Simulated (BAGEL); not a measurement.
# One shape, several levels: triplet CH5AlClN

We compute a comparison of 5 runs (UHF/STO-3G, UHF/3-21G, ROHF/6-31G*, ROHF/cc-pVDZ, UHF/cc-pVDZ) of triplet CH5AlClN. 

Program for the calculation: BAGEL 1.2.2.

### 1 Starting point

CH5AlClN: 9 atoms, total charge 0, spin state triplet. SMILES of the parent species: `C[NH][AlH][Cl]`. Geometry: relaxed at PBE0-D4/def2-TZVP. This is one conformer, not always the lowest. That shape belongs to the parent species and isn't relaxed for this state.

Bond lengths: C1–N2 1.449 Å, N2–Al3 1.758 Å, Al3–Cl4 2.100 Å, C1–H5 1.096 Å, C1–H6 1.096 Å, C1–H7 1.092 Å, N2–H8 1.010 Å, Al3–H9 1.571 Å. Some angles: C1–N2–Al3 129.6°, N2–Al3–Cl4 117.6°, C1–N2–H8 112.1°, Al3–N2–H8 118.3°, N2–C1–H5 112.1°, N2–C1–H6 112.1°, N2–C1–H7 109.8°, N2–Al3–H9 121.4°, Cl4–Al3–H9 121.0°, H5–C1–H6 107.8°.

### 2 A single-point energy at UHF/STO-3G (density fitting with qzvpp-jkfit) (run 1)

Input file input.json:

```json
{ "bagel": [

{
  "title": "molecule",
  "basis": "sto-3g",
  "df_basis": "qzvpp-jkfit",
  "angstrom": "true",
  "geometry": [
    { "atom": "C", "xyz": [    0.028900,    0.778500,   -1.025000 ] },
    { "atom": "N", "xyz": [    0.123600,   -0.496400,   -0.343900 ] },
    { "atom": "Al", "xyz": [   -0.042100,   -0.867100,    1.366100 ] },
    { "atom": "Cl", "xyz": [   -0.436800,    0.728800,    2.673300 ] },
    { "atom": "H", "xyz": [    0.959000,    1.039800,   -1.542200 ] },
    { "atom": "H", "xyz": [   -0.780900,    0.792500,   -1.763200 ] },
    { "atom": "H", "xyz": [   -0.175600,    1.570200,   -0.301800 ] },
    { "atom": "H", "xyz": [    0.313300,   -1.255600,   -0.982100 ] },
    { "atom": "H", "xyz": [    0.099100,   -2.337000,    1.901900 ] }
  ]
},
{
  "title": "uhf",
  "nopen": 2
},
{
  "title": "print",
  "file": "orbitals.molden",
  "orbitals": "true"
}

]}
```

Launch:

```sh
$ BAGEL_NUM_THREADS=1 BAGEL input.json > input.out
```

The program printed:

```text
* using 1 threads per process

  ===============================================================
  ===============================================================

  *** Geometry ***

  { "atom" : "C", "xyz" : [      0.054613,      1.471152,     -1.936969 ] },
  { "atom" : "N", "xyz" : [      0.233570,     -0.938060,     -0.649877 ] },
  { "atom" : "Al", "xyz" : [     -0.079557,     -1.638582,      2.581555 ] },
  { "atom" : "Cl", "xyz" : [     -0.825432,      1.377232,      5.051805 ] },
  { "atom" : "H", "xyz" : [      1.812247,      1.964937,     -2.914336 ] },
  { "atom" : "H", "xyz" : [     -1.475687,      1.497608,     -3.331965 ] },
  { "atom" : "H", "xyz" : [     -0.331836,      2.967248,     -0.570319 ] },
  { "atom" : "H", "xyz" : [      0.592051,     -2.372740,     -1.855900 ] },
  { "atom" : "H", "xyz" : [      0.187272,     -4.416290,      3.594070 ] },

  Number of auxiliary basis functions:      498

  Since a DF basis is specified, we compute 2- and 3-index integrals:
    o Being stored without compression. Storage requirement is 0.004 GB

  Number of basis functions:       33
  Number of electrons      :       48

    * METHOD: MOLECULE                             0.18

  *** Open-shell HF ***

  === Nuclear Repulsion ===
   194.6379180960

      * DIIS with orbital gradients will be used.

  === UHF iteration (sto-3g) ===
      0       -787.41118829          0.02021058           0.05
      1       -787.48647918          0.00594766           0.04
      2       -787.49405086          0.00199445           0.04
      3       -787.49561281          0.00064664           0.04
      4       -787.49586349          0.00014645           0.04
      5       -787.49590518          0.00004843           0.04
      6       -787.49591277          0.00002091           0.04
      7       -787.49591379          0.00000645           0.04
      8       -787.49591388          0.00000205           0.05
      9       -787.49591389          0.00000150           0.04
     10       -787.49591389          0.00000166           0.05
     11       -787.49591388          0.00000098           0.04
     12       -787.49591388          0.00000038           0.04
     13       -787.49591388          0.00000010           0.05
     14       -787.49591388          0.00000004           0.04
     15       -787.49591388          0.00000002           0.04
     16       -787.49591388          0.00000001           0.04
    * SCF iteration converged.

    * S^2 (UHF) is 2.0193

    * Permanent dipole moment:
           (   -0.490052,     0.498338,     3.279591) a.u.

    * METHOD: UHF                                  0.85

    * METHOD: PRINT                                0.00

  ===============================================================
```

It took 1.3 s on 1 thread of Intel Xeon Platinum 8488C (Sapphire Rapids), shared host; peak memory 0.08 GiB.

### 3 A single-point energy at UHF/3-21G (density fitting with qzvpp-jkfit) (run 2)

Input file calc.json:

```json
{ "bagel" : [

{
  "title" : "molecule",
  "basis" : "3-21g",
  "df_basis" : "qzvpp-jkfit",
  "angstrom" : true,
  "geometry" : [
    { "atom" : "C", "xyz" : [       0.028900,       0.778500,      -1.025000 ] },
    { "atom" : "N", "xyz" : [       0.123600,      -0.496400,      -0.343900 ] },
    { "atom" : "Al", "xyz" : [      -0.042100,      -0.867100,       1.366100 ] },
    { "atom" : "Cl", "xyz" : [      -0.436800,       0.728800,       2.673300 ] },
    { "atom" : "H", "xyz" : [       0.959000,       1.039800,      -1.542200 ] },
    { "atom" : "H", "xyz" : [      -0.780900,       0.792500,      -1.763200 ] },
    { "atom" : "H", "xyz" : [      -0.175600,       1.570200,      -0.301800 ] },
    { "atom" : "H", "xyz" : [       0.313300,      -1.255600,      -0.982100 ] },
    { "atom" : "H", "xyz" : [       0.099100,      -2.337000,       1.901900 ] }
  ]
},

{
  "title" : "uhf",
  "nopen" : 2
},

{
  "title" : "print",
  "file" : "orbitals.molden",
  "orbitals" : true
}

]}
```

Launch:

```sh
$ BAGEL_NUM_THREADS=1 BAGEL calc.json > calc.out
```

The program printed:

```text
* using 1 threads per process

  ===============================================================
  ===============================================================

  *** Geometry ***

  { "atom" : "C", "xyz" : [      0.054613,      1.471152,     -1.936969 ] },
  { "atom" : "N", "xyz" : [      0.233570,     -0.938060,     -0.649877 ] },
  { "atom" : "Al", "xyz" : [     -0.079557,     -1.638582,      2.581555 ] },
  { "atom" : "Cl", "xyz" : [     -0.825432,      1.377232,      5.051805 ] },
  { "atom" : "H", "xyz" : [      1.812247,      1.964937,     -2.914336 ] },
  { "atom" : "H", "xyz" : [     -1.475687,      1.497608,     -3.331965 ] },
  { "atom" : "H", "xyz" : [     -0.331836,      2.967248,     -0.570319 ] },
  { "atom" : "H", "xyz" : [      0.592051,     -2.372740,     -1.855900 ] },
  { "atom" : "H", "xyz" : [      0.187272,     -4.416290,      3.594070 ] },

  Number of auxiliary basis functions:      498

  Since a DF basis is specified, we compute 2- and 3-index integrals:
    o Being stored without compression. Storage requirement is 0.012 GB

  Number of basis functions:       54
  Number of electrons      :       48

    * METHOD: MOLECULE                             0.19

  *** Open-shell HF ***

  === Nuclear Repulsion ===
   194.6379180960

      * DIIS with orbital gradients will be used.

  === UHF iteration (3-21g) ===
      0       -792.36358671          0.02907584           0.08
      1       -792.46058255          0.01321776           0.08
      2       -792.48047482          0.00625028           0.10
      3       -792.48522914          0.00233150           0.09
      4       -792.48772186          0.00059629           0.08
      5       -792.48792812          0.00022540           0.08
      6       -792.48805369          0.00015781           0.08
      7       -792.48813458          0.00012095           0.08
      8       -792.48822790          0.00005007           0.08
      9       -792.48823767          0.00002121           0.08
     10       -792.48823976          0.00002141           0.08
     11       -792.48824005          0.00002290           0.08
     12       -792.48823895          0.00001379           0.08
     13       -792.48823898          0.00000500           0.08
     14       -792.48823912          0.00000157           0.08
     15       -792.48823913          0.00000071           0.08
     16       -792.48823913          0.00000039           0.08
     17       -792.48823913          0.00000019           0.08
     18       -792.48823913          0.00000014           0.08
     19       -792.48823913          0.00000015           0.09
     20       -792.48823913          0.00000014           0.08
     21       -792.48823913          0.00000011           0.08
     22       -792.48823913          0.00000008           0.08
     23       -792.48823913          0.00000006           0.08
     24       -792.48823913          0.00000004           0.08
     25       -792.48823913          0.00000002           0.08
     26       -792.48823913          0.00000001           0.08
     27       -792.48823913          0.00000001           0.08
    * SCF iteration converged.

    * S^2 (UHF) is 2.0136

    * Permanent dipole moment:
           (   -0.361734,     0.128053,     2.689198) a.u.

    * METHOD: UHF                                  2.37

    * METHOD: PRINT                                0.01

  ===============================================================
```

Wall time 2.9 s (1 thread of Intel Xeon Platinum 8488C (Sapphire Rapids), shared host); peak memory 0.087 GiB.

### 4 The energy at ROHF/6-31G(d) (density fitting with qzvpp-jkfit, spherical functions) (run 3)

Input file job.json:

```json
{ "bagel" : [

{
  "title" : "molecule",
  "basis" : "6-31gs.json",
  "df_basis" : "qzvpp-jkfit",
  "angstrom" : true,
  "geometry" : [
    { "atom" : "C", "xyz" : [       0.028900,       0.778500,      -1.025000 ] },
    { "atom" : "N", "xyz" : [       0.123600,      -0.496400,      -0.343900 ] },
    { "atom" : "Al", "xyz" : [      -0.042100,      -0.867100,       1.366100 ] },
    { "atom" : "Cl", "xyz" : [      -0.436800,       0.728800,       2.673300 ] },
    { "atom" : "H", "xyz" : [       0.959000,       1.039800,      -1.542200 ] },
    { "atom" : "H", "xyz" : [      -0.780900,       0.792500,      -1.763200 ] },
    { "atom" : "H", "xyz" : [      -0.175600,       1.570200,      -0.301800 ] },
    { "atom" : "H", "xyz" : [       0.313300,      -1.255600,      -0.982100 ] },
    { "atom" : "H", "xyz" : [       0.099100,      -2.337000,       1.901900 ] }
  ]
},

{
  "title" : "rohf",
  "nopen" : 2
},

{
  "title" : "print",
  "file" : "orbitals.molden",
  "orbitals" : true
}

]}
```

The basis set 6-31G* is read from a file made from the Basis Set Exchange's data (not shown).

Launch:

```sh
$ BAGEL_NUM_THREADS=1 BAGEL job.json > job.out
```

The program printed:

```text
* using 1 threads per process

  ===============================================================
  ===============================================================

  *** Geometry ***

  { "atom" : "C", "xyz" : [      0.054613,      1.471152,     -1.936969 ] },
  { "atom" : "N", "xyz" : [      0.233570,     -0.938060,     -0.649877 ] },
  { "atom" : "Al", "xyz" : [     -0.079557,     -1.638582,      2.581555 ] },
  { "atom" : "Cl", "xyz" : [     -0.825432,      1.377232,      5.051805 ] },
  { "atom" : "H", "xyz" : [      1.812247,      1.964937,     -2.914336 ] },
  { "atom" : "H", "xyz" : [     -1.475687,      1.497608,     -3.331965 ] },
  { "atom" : "H", "xyz" : [     -0.331836,      2.967248,     -0.570319 ] },
  { "atom" : "H", "xyz" : [      0.592051,     -2.372740,     -1.855900 ] },
  { "atom" : "H", "xyz" : [      0.187272,     -4.416290,      3.594070 ] },

  Number of auxiliary basis functions:      498

  Since a DF basis is specified, we compute 2- and 3-index integrals:
    o Being stored without compression. Storage requirement is 0.022 GB

  Number of basis functions:       74
  Number of electrons      :       48

    * METHOD: MOLECULE                             0.24

  *** Open-shell HF ***

  === Nuclear Repulsion ===
   194.6379180960

      * DIIS with orbital gradients will be used.

  === ROHF iteration (6-31gs.json) ===
      0       -796.31940470          0.03042918           0.12
      1       -796.44777840          0.01785588           0.11
      2       -796.48652055          0.00948301           0.12
      3       -796.49987139          0.00253722           0.12
      4       -796.50367767          0.00070718           0.12
      5       -796.50424420          0.00025581           0.12
      6       -796.50439404          0.00016007           0.12
      7       -796.50447352          0.00012545           0.12
      8       -796.50456101          0.00006388           0.12
      9       -796.50458386          0.00002463           0.12
     10       -796.50458782          0.00001251           0.12
     11       -796.50458932          0.00001312           0.12
     12       -796.50458970          0.00001358           0.12
     13       -796.50458902          0.00001040           0.14
     14       -796.50458874          0.00000652           0.12
     15       -796.50458888          0.00000506           0.12
     16       -796.50458902          0.00000365           0.12
     17       -796.50458907          0.00000288           0.12
     18       -796.50458913          0.00000175           0.12
     19       -796.50458913          0.00000125           0.12
     20       -796.50458904          0.00000126           0.12
     21       -796.50458902          0.00000126           0.12
     22       -796.50458902          0.00000124           0.12
     23       -796.50458901          0.00000127           0.13
     24       -796.50458903          0.00000126           0.13
     25       -796.50458903          0.00000141           0.12
     26       -796.50458898          0.00000073           0.12
     27       -796.50458902          0.00000025           0.12
     28       -796.50458902          0.00000008           0.12
     29       -796.50458902          0.00000003           0.12
     30       -796.50458902          0.00000001           0.12
     31       -796.50458902          0.00000001           0.12
    * SCF iteration converged.

    * S^2 (ROHF) is 2.0000

    * Permanent dipole moment:
           (   -0.232774,    -0.298601,     2.156283) a.u.

    * METHOD: ROHF                                 4.01

    * METHOD: PRINT                                0.01

  ===============================================================
```

Wall time 4.8 s (1 thread of Intel Xeon Platinum 8488C (Sapphire Rapids), shared host); peak memory 0.11 GiB.

Run 4 isn't shown in full; the table further down has it.

### 5 The energy at UHF/cc-pVDZ (density fitting with qzvpp-jkfit) (run 5)

Input file input.json:

```json
{ "bagel": [

{
  "title": "molecule",
  "basis": "cc-pvdz.json",
  "df_basis": "qzvpp-jkfit",
  "angstrom": true,
  "geometry": [
    { "atom": "C", "xyz": [       0.028900,       0.778500,      -1.025000 ] },
    { "atom": "N", "xyz": [       0.123600,      -0.496400,      -0.343900 ] },
    { "atom": "Al", "xyz": [      -0.042100,      -0.867100,       1.366100 ] },
    { "atom": "Cl", "xyz": [      -0.436800,       0.728800,       2.673300 ] },
    { "atom": "H", "xyz": [       0.959000,       1.039800,      -1.542200 ] },
    { "atom": "H", "xyz": [      -0.780900,       0.792500,      -1.763200 ] },
    { "atom": "H", "xyz": [      -0.175600,       1.570200,      -0.301800 ] },
    { "atom": "H", "xyz": [       0.313300,      -1.255600,      -0.982100 ] },
    { "atom": "H", "xyz": [       0.099100,      -2.337000,       1.901900 ] }
  ]
},

{
  "title": "uhf",
  "nopen": 2
},

{
  "title": "print",
  "file": "orbitals.molden",
  "orbitals": true
}

]}
```

The basis set cc-pVDZ is read from a file made from the Basis Set Exchange's data (not shown).

Launch:

```sh
$ BAGEL_NUM_THREADS=1 BAGEL input.json > input.out
```

The program printed:

```text
* using 1 threads per process

  ===============================================================
  ===============================================================

  *** Geometry ***

  { "atom" : "C", "xyz" : [      0.054613,      1.471152,     -1.936969 ] },
  { "atom" : "N", "xyz" : [      0.233570,     -0.938060,     -0.649877 ] },
  { "atom" : "Al", "xyz" : [     -0.079557,     -1.638582,      2.581555 ] },
  { "atom" : "Cl", "xyz" : [     -0.825432,      1.377232,      5.051805 ] },
  { "atom" : "H", "xyz" : [      1.812247,      1.964937,     -2.914336 ] },
  { "atom" : "H", "xyz" : [     -1.475687,      1.497608,     -3.331965 ] },
  { "atom" : "H", "xyz" : [     -0.331836,      2.967248,     -0.570319 ] },
  { "atom" : "H", "xyz" : [      0.592051,     -2.372740,     -1.855900 ] },
  { "atom" : "H", "xyz" : [      0.187272,     -4.416290,      3.594070 ] },

  Number of auxiliary basis functions:      498

  Since a DF basis is specified, we compute 2- and 3-index integrals:
    o Being stored without compression. Storage requirement is 0.032 GB

  Number of basis functions:       89
  Number of electrons      :       48

    * METHOD: MOLECULE                             0.26

  *** Open-shell HF ***

  === Nuclear Repulsion ===
   194.6379180960

      * DIIS with orbital gradients will be used.

  === UHF iteration (cc-pvdz.json) ===
      0       -796.35746121          0.02171827           0.15
      1       -796.50097497          0.01336009           0.16
      2       -796.53634037          0.00645061           0.14
      3       -796.54694024          0.00224212           0.14
      4       -796.55066769          0.00071704           0.14
      5       -796.55092388          0.00022132           0.15
      6       -796.55100155          0.00007746           0.15
      7       -796.55102369          0.00005797           0.15
      8       -796.55104031          0.00003858           0.15
      9       -796.55104960          0.00001993           0.15
     10       -796.55105125          0.00001478           0.16
     11       -796.55105228          0.00001568           0.15
     12       -796.55105220          0.00001545           0.14
     13       -796.55105190          0.00001106           0.15
     14       -796.55105189          0.00000592           0.15
     15       -796.55105198          0.00000327           0.15
[... 19 lines of this table left out ...]
     35       -796.55105206          0.00000017           0.14
     36       -796.55105206          0.00000011           0.14
     37       -796.55105206          0.00000008           0.14
     38       -796.55105206          0.00000006           0.14
     39       -796.55105206          0.00000004           0.14
     40       -796.55105206          0.00000002           0.14
     41       -796.55105206          0.00000001           0.14
     42       -796.55105206          0.00000001           0.14
    * SCF iteration converged.

    * S^2 (UHF) is 2.0131

    * Permanent dipole moment:
           (   -0.189867,    -0.489058,     2.032700) a.u.

    * METHOD: UHF                                  6.47

    * METHOD: PRINT                                0.01

  ===============================================================
```

Wall time 7.2 s (1 thread of Intel Xeon Platinum 8488C (Sapphire Rapids), shared host); peak memory 0.13 GiB.

### 6 Overview of the runs

| run | level | energy (Eh) | dipole moment (D) | ⟨S²⟩ | wall time |
| --- | --- | --- | --- | --- | --- |
| 1 | UHF/STO-3G (density fitting with qzvpp-jkfit) | -787.495914 | 8.52 | 2.019 | 1.3 s |
| 2 | UHF/3-21G (density fitting with qzvpp-jkfit) | -792.488239 | 6.90 | 2.014 | 2.9 s |
| 3 | ROHF/6-31G* (density fitting with qzvpp-jkfit, spherical functions) | -796.504589 | 5.56 | 2.000 | 4.8 s |
| 4 | ROHF/cc-pVDZ (density fitting with qzvpp-jkfit) | -796.545340 | 5.22 | 2.000 | 6.6 s |
| 5 | UHF/cc-pVDZ (density fitting with qzvpp-jkfit) | -796.551052 | 5.34 | 2.013 | 7.2 s |

### 7 What came out

| quantity | value |
| --- | --- |
| run 5: total energy | -796.55105 Eh |
| run 5: dipole moment | 5.34 D |
| run 5: ⟨S²⟩ | 2.013 |

In words: The dipole moment runs from 5.22 D (ROHF/cc-pVDZ) to 8.52 D (UHF/STO-3G). The two ends differ in method and basis. In run 1 the basis is minimal, so dipoles, gaps and forces are rough. All runs together took 23 s, the longest 7.2 s.
